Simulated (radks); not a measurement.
# V¹⁶⁺ in 1s1 2s2 2p3 3d1: an all-electron calculation

One table from this session's results is given with a row withheld; the runs are named, their logs left out.

Program: radks (a radial shooting solver on a logarithmic mesh, Libxc functionals) version 1. Level of theory: non-relativistic Kohn-Sham, B86b exchange with PBE correlation, spin-polarised, spherical densities, point nucleus; open shells are filled with parallel spins first. These are calculated values, not measurements, unless marked.

### The system

```
element       : vanadium (Z = 23)
charge        : +16
electrons     : 7
configuration : 1s1 2s2 2p3 3d1
```

Outer shells as boxes (Hund's rule):

V¹⁶⁺
```
1s [↑ ]
2s [↑↓]
2p [↑ ][↑ ][↑ ]
3d [↑ ][  ][  ][  ][  ]
```

The first run:

Input:

```text
Z 23
configuration 1s1 2s2 2p3 3d1
relativity non-relativistic
functional b86_mgc,pbe
spin polarised
nucleus point
```

Steps of the session up to this table: Self-consistent calculation.

One table of the session follows, with a row left open; its other results are not shown here.

It belongs to the step «Shells». Sizes of the orbitals, from the radial functions (bohr):

| level | <r> | outermost maximum (interpolated) | 90 % within |
| --- | --- | --- | --- |
| 1s up | 0.06580 | 0.0436 | 0.117 |
| 1s down | 0.06620 | 0.0438 | 0.118 |
| 2s up | 0.2823 | 0.241 | 0.433 |
| 2s down | 0.2858 | 0.243 | 0.438 |
| 2p up | 0.2410 | 0.189 | 0.390 |
| 2p down | ? | ? | ? |
| 3d up | 0.5793 | 0.490 | 0.882 |
| 3d down | 0.5877 | 0.499 | 0.894 |

**Question.** Estimate the row for 2p down.

**Answer.** <r>: 0.2461; outermost maximum (interpolated): 0.193; 90 % within: 0.398. In the column «<r>» it lies between 2p up (0.2410) and 2s up (0.2823).
